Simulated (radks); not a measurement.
**Cu⁴⁺ in [Ar] 3d5 4f2: an all-electron calculation**

Wanted: eigenvalues, radial structure and energy terms of the copper ion Cu4+.

Program: radks (a radial shooting solver on a logarithmic mesh, Libxc functionals) version 1. Level of theory: scalar-relativistic Kohn-Sham, PBEsol, spin-polarised, spherical densities, finite nucleus; open shells are filled with parallel spins first. These are calculated values, not measurements, unless marked.

### Step 1. The system

| Quantity | Value |
| --- | --- |
| element | copper (Z = 29) |
| charge | +4 |
| electrons | 25 |
| configuration | [Ar] 3d5 4f2 |
| nuclear rms radius | 3.8823 fm |

Outer shells as boxes (Hund's rule):

Cu⁴⁺
```
[Ar] core
3d [↑ ][↑ ][↑ ][↑ ][↑ ]
4f [↑ ][↑ ][  ][  ][  ][  ][  ]
```

### Step 2. The calculation

The run's settings:

```text
Z 29
configuration [Ar] 3d5 4f2
relativity scalar-relativistic
functional pbe_sol,pbe_sol
spin polarised
nucleus finite rms 3.8823 fm
c 137.035999084
```

**Question.** What will this run give?

**Answer**, as computed:

| quantity | value |
| --- | --- |
| total energy | -1644.19637 hartree |
| exchange-correlation share of it | 3.83 % |
| −T/E | 1.0150 |
| highest occupied level | 4f up, -21.732 eV |
| most extended occupied level | 4f up, <r> = 2.99 bohr |
| radius at density 0.001 e/bohr³ | 4.44 bohr |
| maxima of the radial density | 4 |

4 principal shells are occupied and 4 maxima appear in the radial density. −T/E is 1.015: with relativity the kinetic term as defined here no longer equals −E. This is not the tabulated ground configuration, so its levels and sizes aren't those of the ground state, and no measured value stands beside it.
